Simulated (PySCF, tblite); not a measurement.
# C5H14O2Si2: geometry, infrared bands and NMR shifts

What infrared bands and NMR shifts should C5H14O2Si2 (`C[SiH2]O[C@@H]1CC[Si@H](O)C1`) show?

The runs use tblite 0.8.0 and PySCF 2.14.0, with density-fitted response routines of our own; the level of theory stands in each step. All values are computed, except where a source is named. Atoms count from 0, in the outputs and in this text.

## (1) The molecule as given

23 atoms, charge 0, multiplicity 1; geometry from: force field or distance geometry start.

Bonds of the start (Å): C0–Si1 1.84, Si1–O2 1.66, O2–C3 1.43, C3–C4 1.54, C4–C5 1.55, C5–Si6 1.91, Si6–O7 1.66, Si6–C8 1.93, C8–C3 1.55, C0–H9 1.10, C0–H10 1.08, C0–H11 1.09, Si1–H12 1.47, Si1–H13 1.49, C3–H14 1.10, C4–H15 1.09, C4–H16 1.09, C5–H17 1.09, C5–H18 1.09, Si6–H19 1.48, O7–H20 0.96, C8–H21 1.09, C8–H22 1.10.

## (2) Geometry optimisation with GFN2-xTB

Job settings and geometry (Å):

```
{"job": {"kind": "relax", "xc": "GFN2-xTB", "basis": "xTB"}, "charge": 0, "multiplicity": 1}
C      3.267700     0.307800    -1.476200
Si     2.154500    -0.786600    -0.493800
O      0.792800    -0.021600     0.060800
C     -0.197400    -0.743700     0.790000
C     -1.367900    -1.171100    -0.114900
C     -2.145500     0.097100    -0.545900
Si    -2.130500     1.216500     1.003900
O     -1.663900     2.779500     0.692700
C     -0.763500     0.180600     1.891700
H      2.737400     0.691900    -2.356000
H      4.147800    -0.226100    -1.817700
H      3.587900     1.167800    -0.884700
H      1.735300    -1.955500    -1.288900
H      2.894100    -1.311300     0.694200
H      0.245700    -1.620900     1.287000
H     -1.017200    -1.696100    -1.002800
H     -2.033900    -1.844100     0.427800
H     -3.158000    -0.147400    -0.868000
H     -1.619000     0.613600    -1.351900
H     -3.405200     1.156700     1.758600
H     -0.815600     2.888800     0.249500
H     -0.008400     0.843800     2.322400
H     -1.242000    -0.392800     2.694900
```

Command:

```
$ OMP_NUM_THREADS=1 python probes_run.py task.json out
```

One launch serves the whole session: the jobs run in the order shown.

**Question.** This job is followed by: GFN2-xTB harmonic vibrations, gas phase; GIAO PBE0/pcSseg-1 NMR shielding, non-relativistic, gas phase. What will the session give for the following? strongest single infrared mode (GFN2-xTB); zero-point energy (GFN2-xTB); 13C shifts against TMS (PBE0/pcSseg-1); 1H shifts against TMS (PBE0/pcSseg-1, means over atoms taken as alike); 29Si shifts against TMS (PBE0/pcSseg-1); 17O shifts against H2O (PBE0/pcSseg-1).

The runs gave:

| quantity | value |
| --- | --- |
| strongest single infrared mode (GFN2-xTB) | 2175 cm⁻¹, 435 km/mol |
| zero-point energy (GFN2-xTB) | 113.4 kcal/mol |
| 13C shifts against TMS (PBE0/pcSseg-1) | 78.3, 35.5, 28.0, 11.7, -2.5 ppm |
| 1H shifts against TMS (PBE0/pcSseg-1, means over atoms taken as alike) | 5.10, 5.05, 4.97, 4.53, 2.39, 1.48, 1.07, 1.04, 0.85, 0.78, 0.20, 0.16 ppm |
| 29Si shifts against TMS (PBE0/pcSseg-1) | 11.4, -26.4 ppm |
| 17O shifts against H2O (PBE0/pcSseg-1) | 52.4, 44.4 ppm |

In words: Relaxing lowered the energy by 0.345 eV in 144 steps; the close pair that moved most is C0–Si1, from 1.844 to 1.892 Å. No mode is imaginary among the 63: a minimum at this level. The strongest single mode, at 2175 cm⁻¹, moves mainly H12. GFN2-xTB is a fitted tight-binding method: band positions and strengths are rough. Its intensities can rank the bands wrongly. The most deshielded carbon is C3 (sp3 CH bonded to O), at 78.3 ppm: pulled downfield by the heteroatom. At PBE0/pcSseg-1: The widest tensor belongs to Si1: span 121 ppm, with a paramagnetic part of -508 ppm.
